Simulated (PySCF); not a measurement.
# ZrH₃: relaxation and vibrations of the doublet

Where does doublet ZrH₃ go from a trigonal pyramidal start, is the end point a minimum, and what are its modes, charges and moments?

Method: PBE0, basis Zr def2-TZVP with ECP28, H def2-TZVP, scalar-relativistic core potentials, no spin–orbit coupling, density fitting; program: PySCF 2.14.0.

## 1. The system as given

4 atoms, charge 0, spin multiplicity 2.

Bond lengths: Zr1–H2 1.860 Å, Zr1–H3 1.860 Å, Zr1–H4 1.860 Å. Angles: H2–Zr1–H3 99.8°, H2–Zr1–H4 99.8°, H3–Zr1–H4 99.8°.

Coordinates in bohr (charge 0 multiplicity 2):
```
Zr    0.0000    0.0000    0.0000
H     3.1035    0.0000    1.6501
H    -1.5517    2.6878    1.6501
H    -1.5517   -2.6878    1.6501
```

## 2. Finding the electronic state

One driver script runs all steps and calls PySCF; scf.py shows how it sets up the SCF of each step. The optimiser is the driver's own. After this first run the driver tries any further starts and a stability analysis.

Contents of scf.py:

```python
from pyscf import gto, scf, dft
mol = gto.M(atom='''
Zr     0.000000     0.000000     0.000000
H      1.642300     0.000000     0.873200
H     -0.821100     1.422300     0.873200
H     -0.821100    -1.422300     0.873200''',
    basis={'Zr': 'def2-TZVP', 'H': 'def2-TZVP'},
    ecp={'Zr': 'def2-TZVP'},
    charge=0, spin=1)
mf = dft.UKS(mol, xc='PBE0')
mf.grids.atom_grid = (50, 194)
aux = {'Zr': 'def2-universal-JKFIT', 'H': 'def2-universal-JKFIT'}
mf = mf.density_fit(auxbasis=aux)
mf.conv_tol = 1e-08
mf.diis_space = 10
mf.max_cycle = 60
mf.init_guess = 'minao'
mf.verbose = 4
mf.kernel()
```

Started as:

```sh
OMP_NUM_THREADS=2 python axn.py task.json out
```

After this run come: Relaxation: trigonal pyramidal start, doublet; Frequencies.

**Question.** What will these runs give? Wanted: minimum; geometry; wavenumbers; dipole moment; highest occupied, lowest empty level; polar-tensor charge of Zr1; zero-point energy; atomisation energy; ⟨S²⟩.

As calculated:

| quantity | value |
| --- | --- |
| minimum | doublet, C3v |
| geometry | Zr–H 1.856 Å (×3); H–Zr–H 116.9° (×3) |
| wavenumbers (cm⁻¹) | 266 (a1), 669 (e), 1648 (e), 1679 (a1) |
| dipole moment | 1.42 D |
| highest occupied, lowest empty level (either spin) | -5.53, -2.29 eV |
| polar-tensor charge of Zr1 | +1.19 e |
| zero-point energy | 39.4 kJ/mol |
| entropy at 298.15 K | 243.9 J/(mol K) |
| atomisation energy (no zero-point energy) | 867 kJ/mol |
| ⟨S²⟩ | 0.753 |

**Reading.** The trigonal pyramidal start keeps its C3v symmetry and ends in a minimum. The strongest infrared band lies at 1648 cm⁻¹ (e, stretch). Most of the spin sits on Zr1 (Mulliken spin 1.08, against 1 for the whole molecule). The first SCF alone would have been 33 kJ/mol too high. Only this shape and spin were tried, so other structures or states may lie lower. One determinant may miss the lowest occupation of an open d or f shell.
